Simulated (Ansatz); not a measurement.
# Re: stress in a strained cell

Aim: deform Re (zz strain of -2 %) and compute stress, forces and field gradients with LAPW, PAW and all-electron datasets made for the crystal.

Method: DFT LDA, scalar-relativistic, in Ansatz 0.2.0.

## 1. Starting point

The structure is cubic, space group Fm-3m (No. 225). The conventional cell has a = 3.950 Å, b = 3.950 Å, c = 3.950 Å, α = 90.00°, β = 90.00°, γ = 90.00°. Around Re (site symmetry m-3m) lie 12 Re at 2.79 Å.

Coordinates:

```xyz
1
Lattice="0.0000 1.9750 1.9750 1.9750 0.0000 1.9750 1.9750 1.9750 0.0000" Properties=species:S:1:pos:R:3 pbc="T T T"
Re    0.0000    0.0000    0.0000
```

## 2. After the deformation

Space group Fm-3m before, I4/mmm after.

## 3. All-electron LAPW

Input file input.yaml:

```yaml
crystal:
  lattice:
    - [0.0, 1.975, 1.9355]
    - [1.975, 0.0, 1.9355]
    - [1.975, 1.975, 0.0]
  atoms:
    - { symbol: Re, position: [0.0, 0.0, 0.0] }
kpoints:
  mp_grid: { grid: [14, 14, 14] }
  band_path:
    path:
      - [0.0, 0.0, 0.0]
      - [0.0, 0.5, 0.5]
      - [0.25, 0.75, 0.5]
      - [0.0, 0.5, 0.0]
      - [0.0, 0.0, 0.0]
      - [0.5, 0.5, 0.0]
      - [0.3801541025, 0.6198458975, 0.0]
      - [-0.3801541025, 0.3801541025, 0.0]
      - [0.0, 0.0, 0.0]
    npoints: 5
scf:
  occupations: { method: fermi_dirac, width: 0.03 }
hamiltonian:
  xc: lda
  pseudopotentials: { kind: all_electron, lapw: { basis_error: 0.001 } }
output:
  forces: true
  stress: true
  eigenvalues: true
```

Run with:

```
$ ansatz run input.yaml --threads 1 --pin off --max-ram 3072MiB --backend cpu --events-out ev --progress --plain --runs-dir out
```

## 4. PAW on the default files

Input file input.yaml:

```yaml
crystal:
  lattice:
    - [0.0, 1.975, 1.9355]
    - [1.975, 0.0, 1.9355]
    - [1.975, 1.975, 0.0]
  atoms:
    - { symbol: Re, position: [0.0, 0.0, 0.0] }
kpoints:
  mp_grid: { grid: [14, 14, 14] }
scf:
  occupations: { method: fermi_dirac, width: 0.03 }
hamiltonian:
  xc: lda
  pseudopotentials: { kind: paw }
output:
  forces: true
  stress: true
  eigenvalues: true
  efg: { contact_densities: true }
```

## 5. Datasets made for this crystal

Edit input.yaml of step 4 so:

```diff
@@ -13,3 +13,3 @@
   xc: lda
-  pseudopotentials: { kind: paw }
+  pseudopotentials: { kind: all_electron, datasets: crystal }
 output:
```

(Steps that only read results are left out.)

Q: Predict the outcome of this session. Wanted: pressure; largest shear or deviatoric stress.

**Answer**, as computed:

| quantity | value |
| --- | --- |
| pressure | LAPW -17.56, PAW -17.65, crystal datasets -17.56 GPa |
| largest shear or deviatoric stress (LAPW) | 2.64 GPa |

The largest part of the stress beyond the pressure is 2.64 GPa in size, in the zz component. No run of the undeformed cell stands beside it, so the pressure holds what the given cell had before the change. PAW: stress within 0.09 GPa of LAPW. Crystal datasets: stress within 0.01 GPa of LAPW. Spin-orbit coupling is left out, though the cell holds Re; in elements this heavy it can shift bands and gaps by tenths of an eV.
